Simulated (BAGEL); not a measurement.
**PF3 (phosphorus trifluoride): HF/STO-3G (density fitting with qzvpp-jkfit)**

Aim: the electronic atomisation energy of PF3 (phosphorus trifluoride) at HF/STO-3G (density fitting with qzvpp-jkfit), from 3 runs. 

The calculation is run with BAGEL 1.2.2.

8 further runs of the same task are left out: 2 that didn't finish, 6 set aside as unsound or not needed.

## (1) The system as given

PF3 has 4 atoms, charge 0, and is taken as a singlet. SMILES: `FP(F)F`. Geometry: relaxed at PBE0-D4/def2-TZVP.

Bond lengths: F1–P2 1.572 Å, P2–F3 1.572 Å, P2–F4 1.572 Å. Angles: F1–P2–F3 97.6°, F1–P2–F4 97.6°, F3–P2–F4 97.6°.

## (2) The energy at HF/STO-3G (density fitting with qzvpp-jkfit)

input.json reads:

```json
{ "bagel" : [

{
  "title" : "molecule",
  "basis" : "sto-3g",
  "df_basis" : "qzvpp-jkfit",
  "angstrom" : true,
  "geometry" : [
    { "atom" : "F", "xyz" : [       0.834400,      -0.663200,       0.874500 ] },
    { "atom" : "P", "xyz" : [      -0.297500,       0.314600,       0.392300 ] },
    { "atom" : "F", "xyz" : [      -1.061900,      -0.696500,      -0.536900 ] },
    { "atom" : "F", "xyz" : [       0.525000,       1.045200,      -0.730000 ] }
  ]
},

{ "title" : "hf" },

{ "title" : "print", "file" : "orbitals.molden", "orbitals" : true }

]}
```

Launch:

```bash
BAGEL_NUM_THREADS=1 BAGEL input.json > input.out
```

What it wrote:

```text
* using 1 threads per process

  ===============================================================
  ===============================================================

  *** Geometry ***

  { "atom" : "F", "xyz" : [      1.576787,     -1.253266,      1.652565 ] },
  { "atom" : "P", "xyz" : [     -0.562194,      0.594508,      0.741340 ] },
  { "atom" : "F", "xyz" : [     -2.006700,     -1.316194,     -1.014594 ] },
  { "atom" : "F", "xyz" : [      0.992106,      1.975142,     -1.379500 ] },

  Number of auxiliary basis functions:      359

  Since a DF basis is specified, we compute 2- and 3-index integrals:
    o Being stored without compression. Storage requirement is 0.002 GB

  Number of basis functions:       24
  Number of electrons      :       42

    * METHOD: MOLECULE                             0.10

  *** RHF ***

  === Nuclear Repulsion ===
   190.7620925007

      * DIIS with orbital gradients will be used.

  === RHF iteration (sto-3g) ===
      0       -630.90924415          0.02144648           0.01
      1       -631.01630271          0.00397695           0.01
      2       -631.02027328          0.00123043           0.01
      3       -631.02107107          0.00015727           0.01
      4       -631.02108251          0.00001756           0.01
      5       -631.02108259          0.00000203           0.01
      6       -631.02108259          0.00000042           0.01
      7       -631.02108259          0.00000004           0.01
      8       -631.02108259          0.00000002           0.01
      9       -631.02108259          0.00000000           0.01
    * SCF iteration converged.

    * Permanent dipole moment:
           (    0.251717,    -0.266217,    -0.332025) a.u.

    * METHOD: HF                                   0.17

    * METHOD: PRINT                                0.00

  ===============================================================
```

It took 0.52 s on 1 thread of Intel Xeon Platinum 8259CL at 2.50GHz (Skylake/Cascade Lake), shared host; peak memory 0.081 GiB.

## (3) The F atom at the same level

job.json reads:

```json
{ "bagel": [

{
  "title": "molecule",
  "basis": "sto-3g",
  "df_basis": "qzvpp-jkfit",
  "angstrom": true,
  "geometry": [
    { "atom": "F", "xyz": [    0.000000,    0.000000,    0.000000 ] }
  ]
},
{
  "title": "uhf",
  "nopen": 1
},
{
  "title": "print",
  "file": "orbitals.molden",
  "orbitals": true
}

]}
```

Launch:

```bash
BAGEL_NUM_THREADS=1 BAGEL job.json > job.out
```

What it wrote:

```text
* using 1 threads per process

  ===============================================================
  ===============================================================

  *** Geometry ***

  { "atom" : "F", "xyz" : [      0.000000,      0.000000,      0.000000 ] },

  Number of auxiliary basis functions:       77

  Since a DF basis is specified, we compute 2- and 3-index integrals:
    o Being stored without compression. Storage requirement is 0.000 GB

  Number of basis functions:        5
  Number of electrons      :        9

    * METHOD: MOLECULE                             0.02

  *** Open-shell HF ***

  === Nuclear Repulsion ===
     0.0000000000

      * DIIS with orbital gradients will be used.

  === UHF iteration (sto-3g) ===
      0        -97.98658798          0.00000000           0.00
    * SCF iteration converged.

    * S^2 (UHF) is 0.7500

    * Permanent dipole moment:
           (   -0.000000,     0.000000,    -0.000000) a.u.

    * METHOD: UHF                                  0.02

    * METHOD: PRINT                                0.00

  ===============================================================
```

Run time: 0.3 s. Hardware: 1 thread of Intel Xeon Platinum 8259CL at 2.50GHz (Skylake/Cascade Lake), shared host; peak memory 0.081 GiB.

## (4) The P atom

input.json reads:

```json
{ "bagel": [

{
  "title": "molecule",
  "basis": "sto-3g",
  "df_basis": "qzvpp-jkfit",
  "angstrom": "true",
  "geometry": [
    { "atom": "P", "xyz": [    0.000000,    0.000000,    0.000000 ] }
  ]
},
{ "title": "uhf", "nopen": 3 },
{ "title": "print", "file": "orbitals.molden", "orbitals": "true" }

]}
```

Run the same way, it converges to -336.86896 Eh (log not shown).

## (5) Summary of results

Level: HF/STO-3G (density fitting with qzvpp-jkfit).

| quantity | value |
| --- | --- |
| molecule: total energy | -631.02108 Eh |
| molecule: dipole moment | 1.26 D |
| molecule: HOMO energy | -8.34 eV |
| molecule: LUMO energy | 11.85 eV |
| molecule: HOMO–LUMO gap | 20.19 eV |
| F atom: total energy | -97.98659 Eh |
| F atom: dipole moment | 0.00 D |
| F atom: ⟨S²⟩ | 0.750 |
| P atom: total energy | -336.86896 Eh |
| P atom: dipole moment | 0.00 D |
| P atom: ⟨S²⟩ | 3.750 |
| electronic atomisation energy | 5.234 eV |

In words: Taking the molecule apart into free atoms costs 5.23 eV (121 kcal/mol), before zero-point energy and without spin-orbit coupling. Hartree–Fock lacks the correlation of the bonding pairs, which as a rule makes this value much too low; in minimal bases other errors can mask that. In a minimal basis such a difference can be off by several eV, whatever the method.
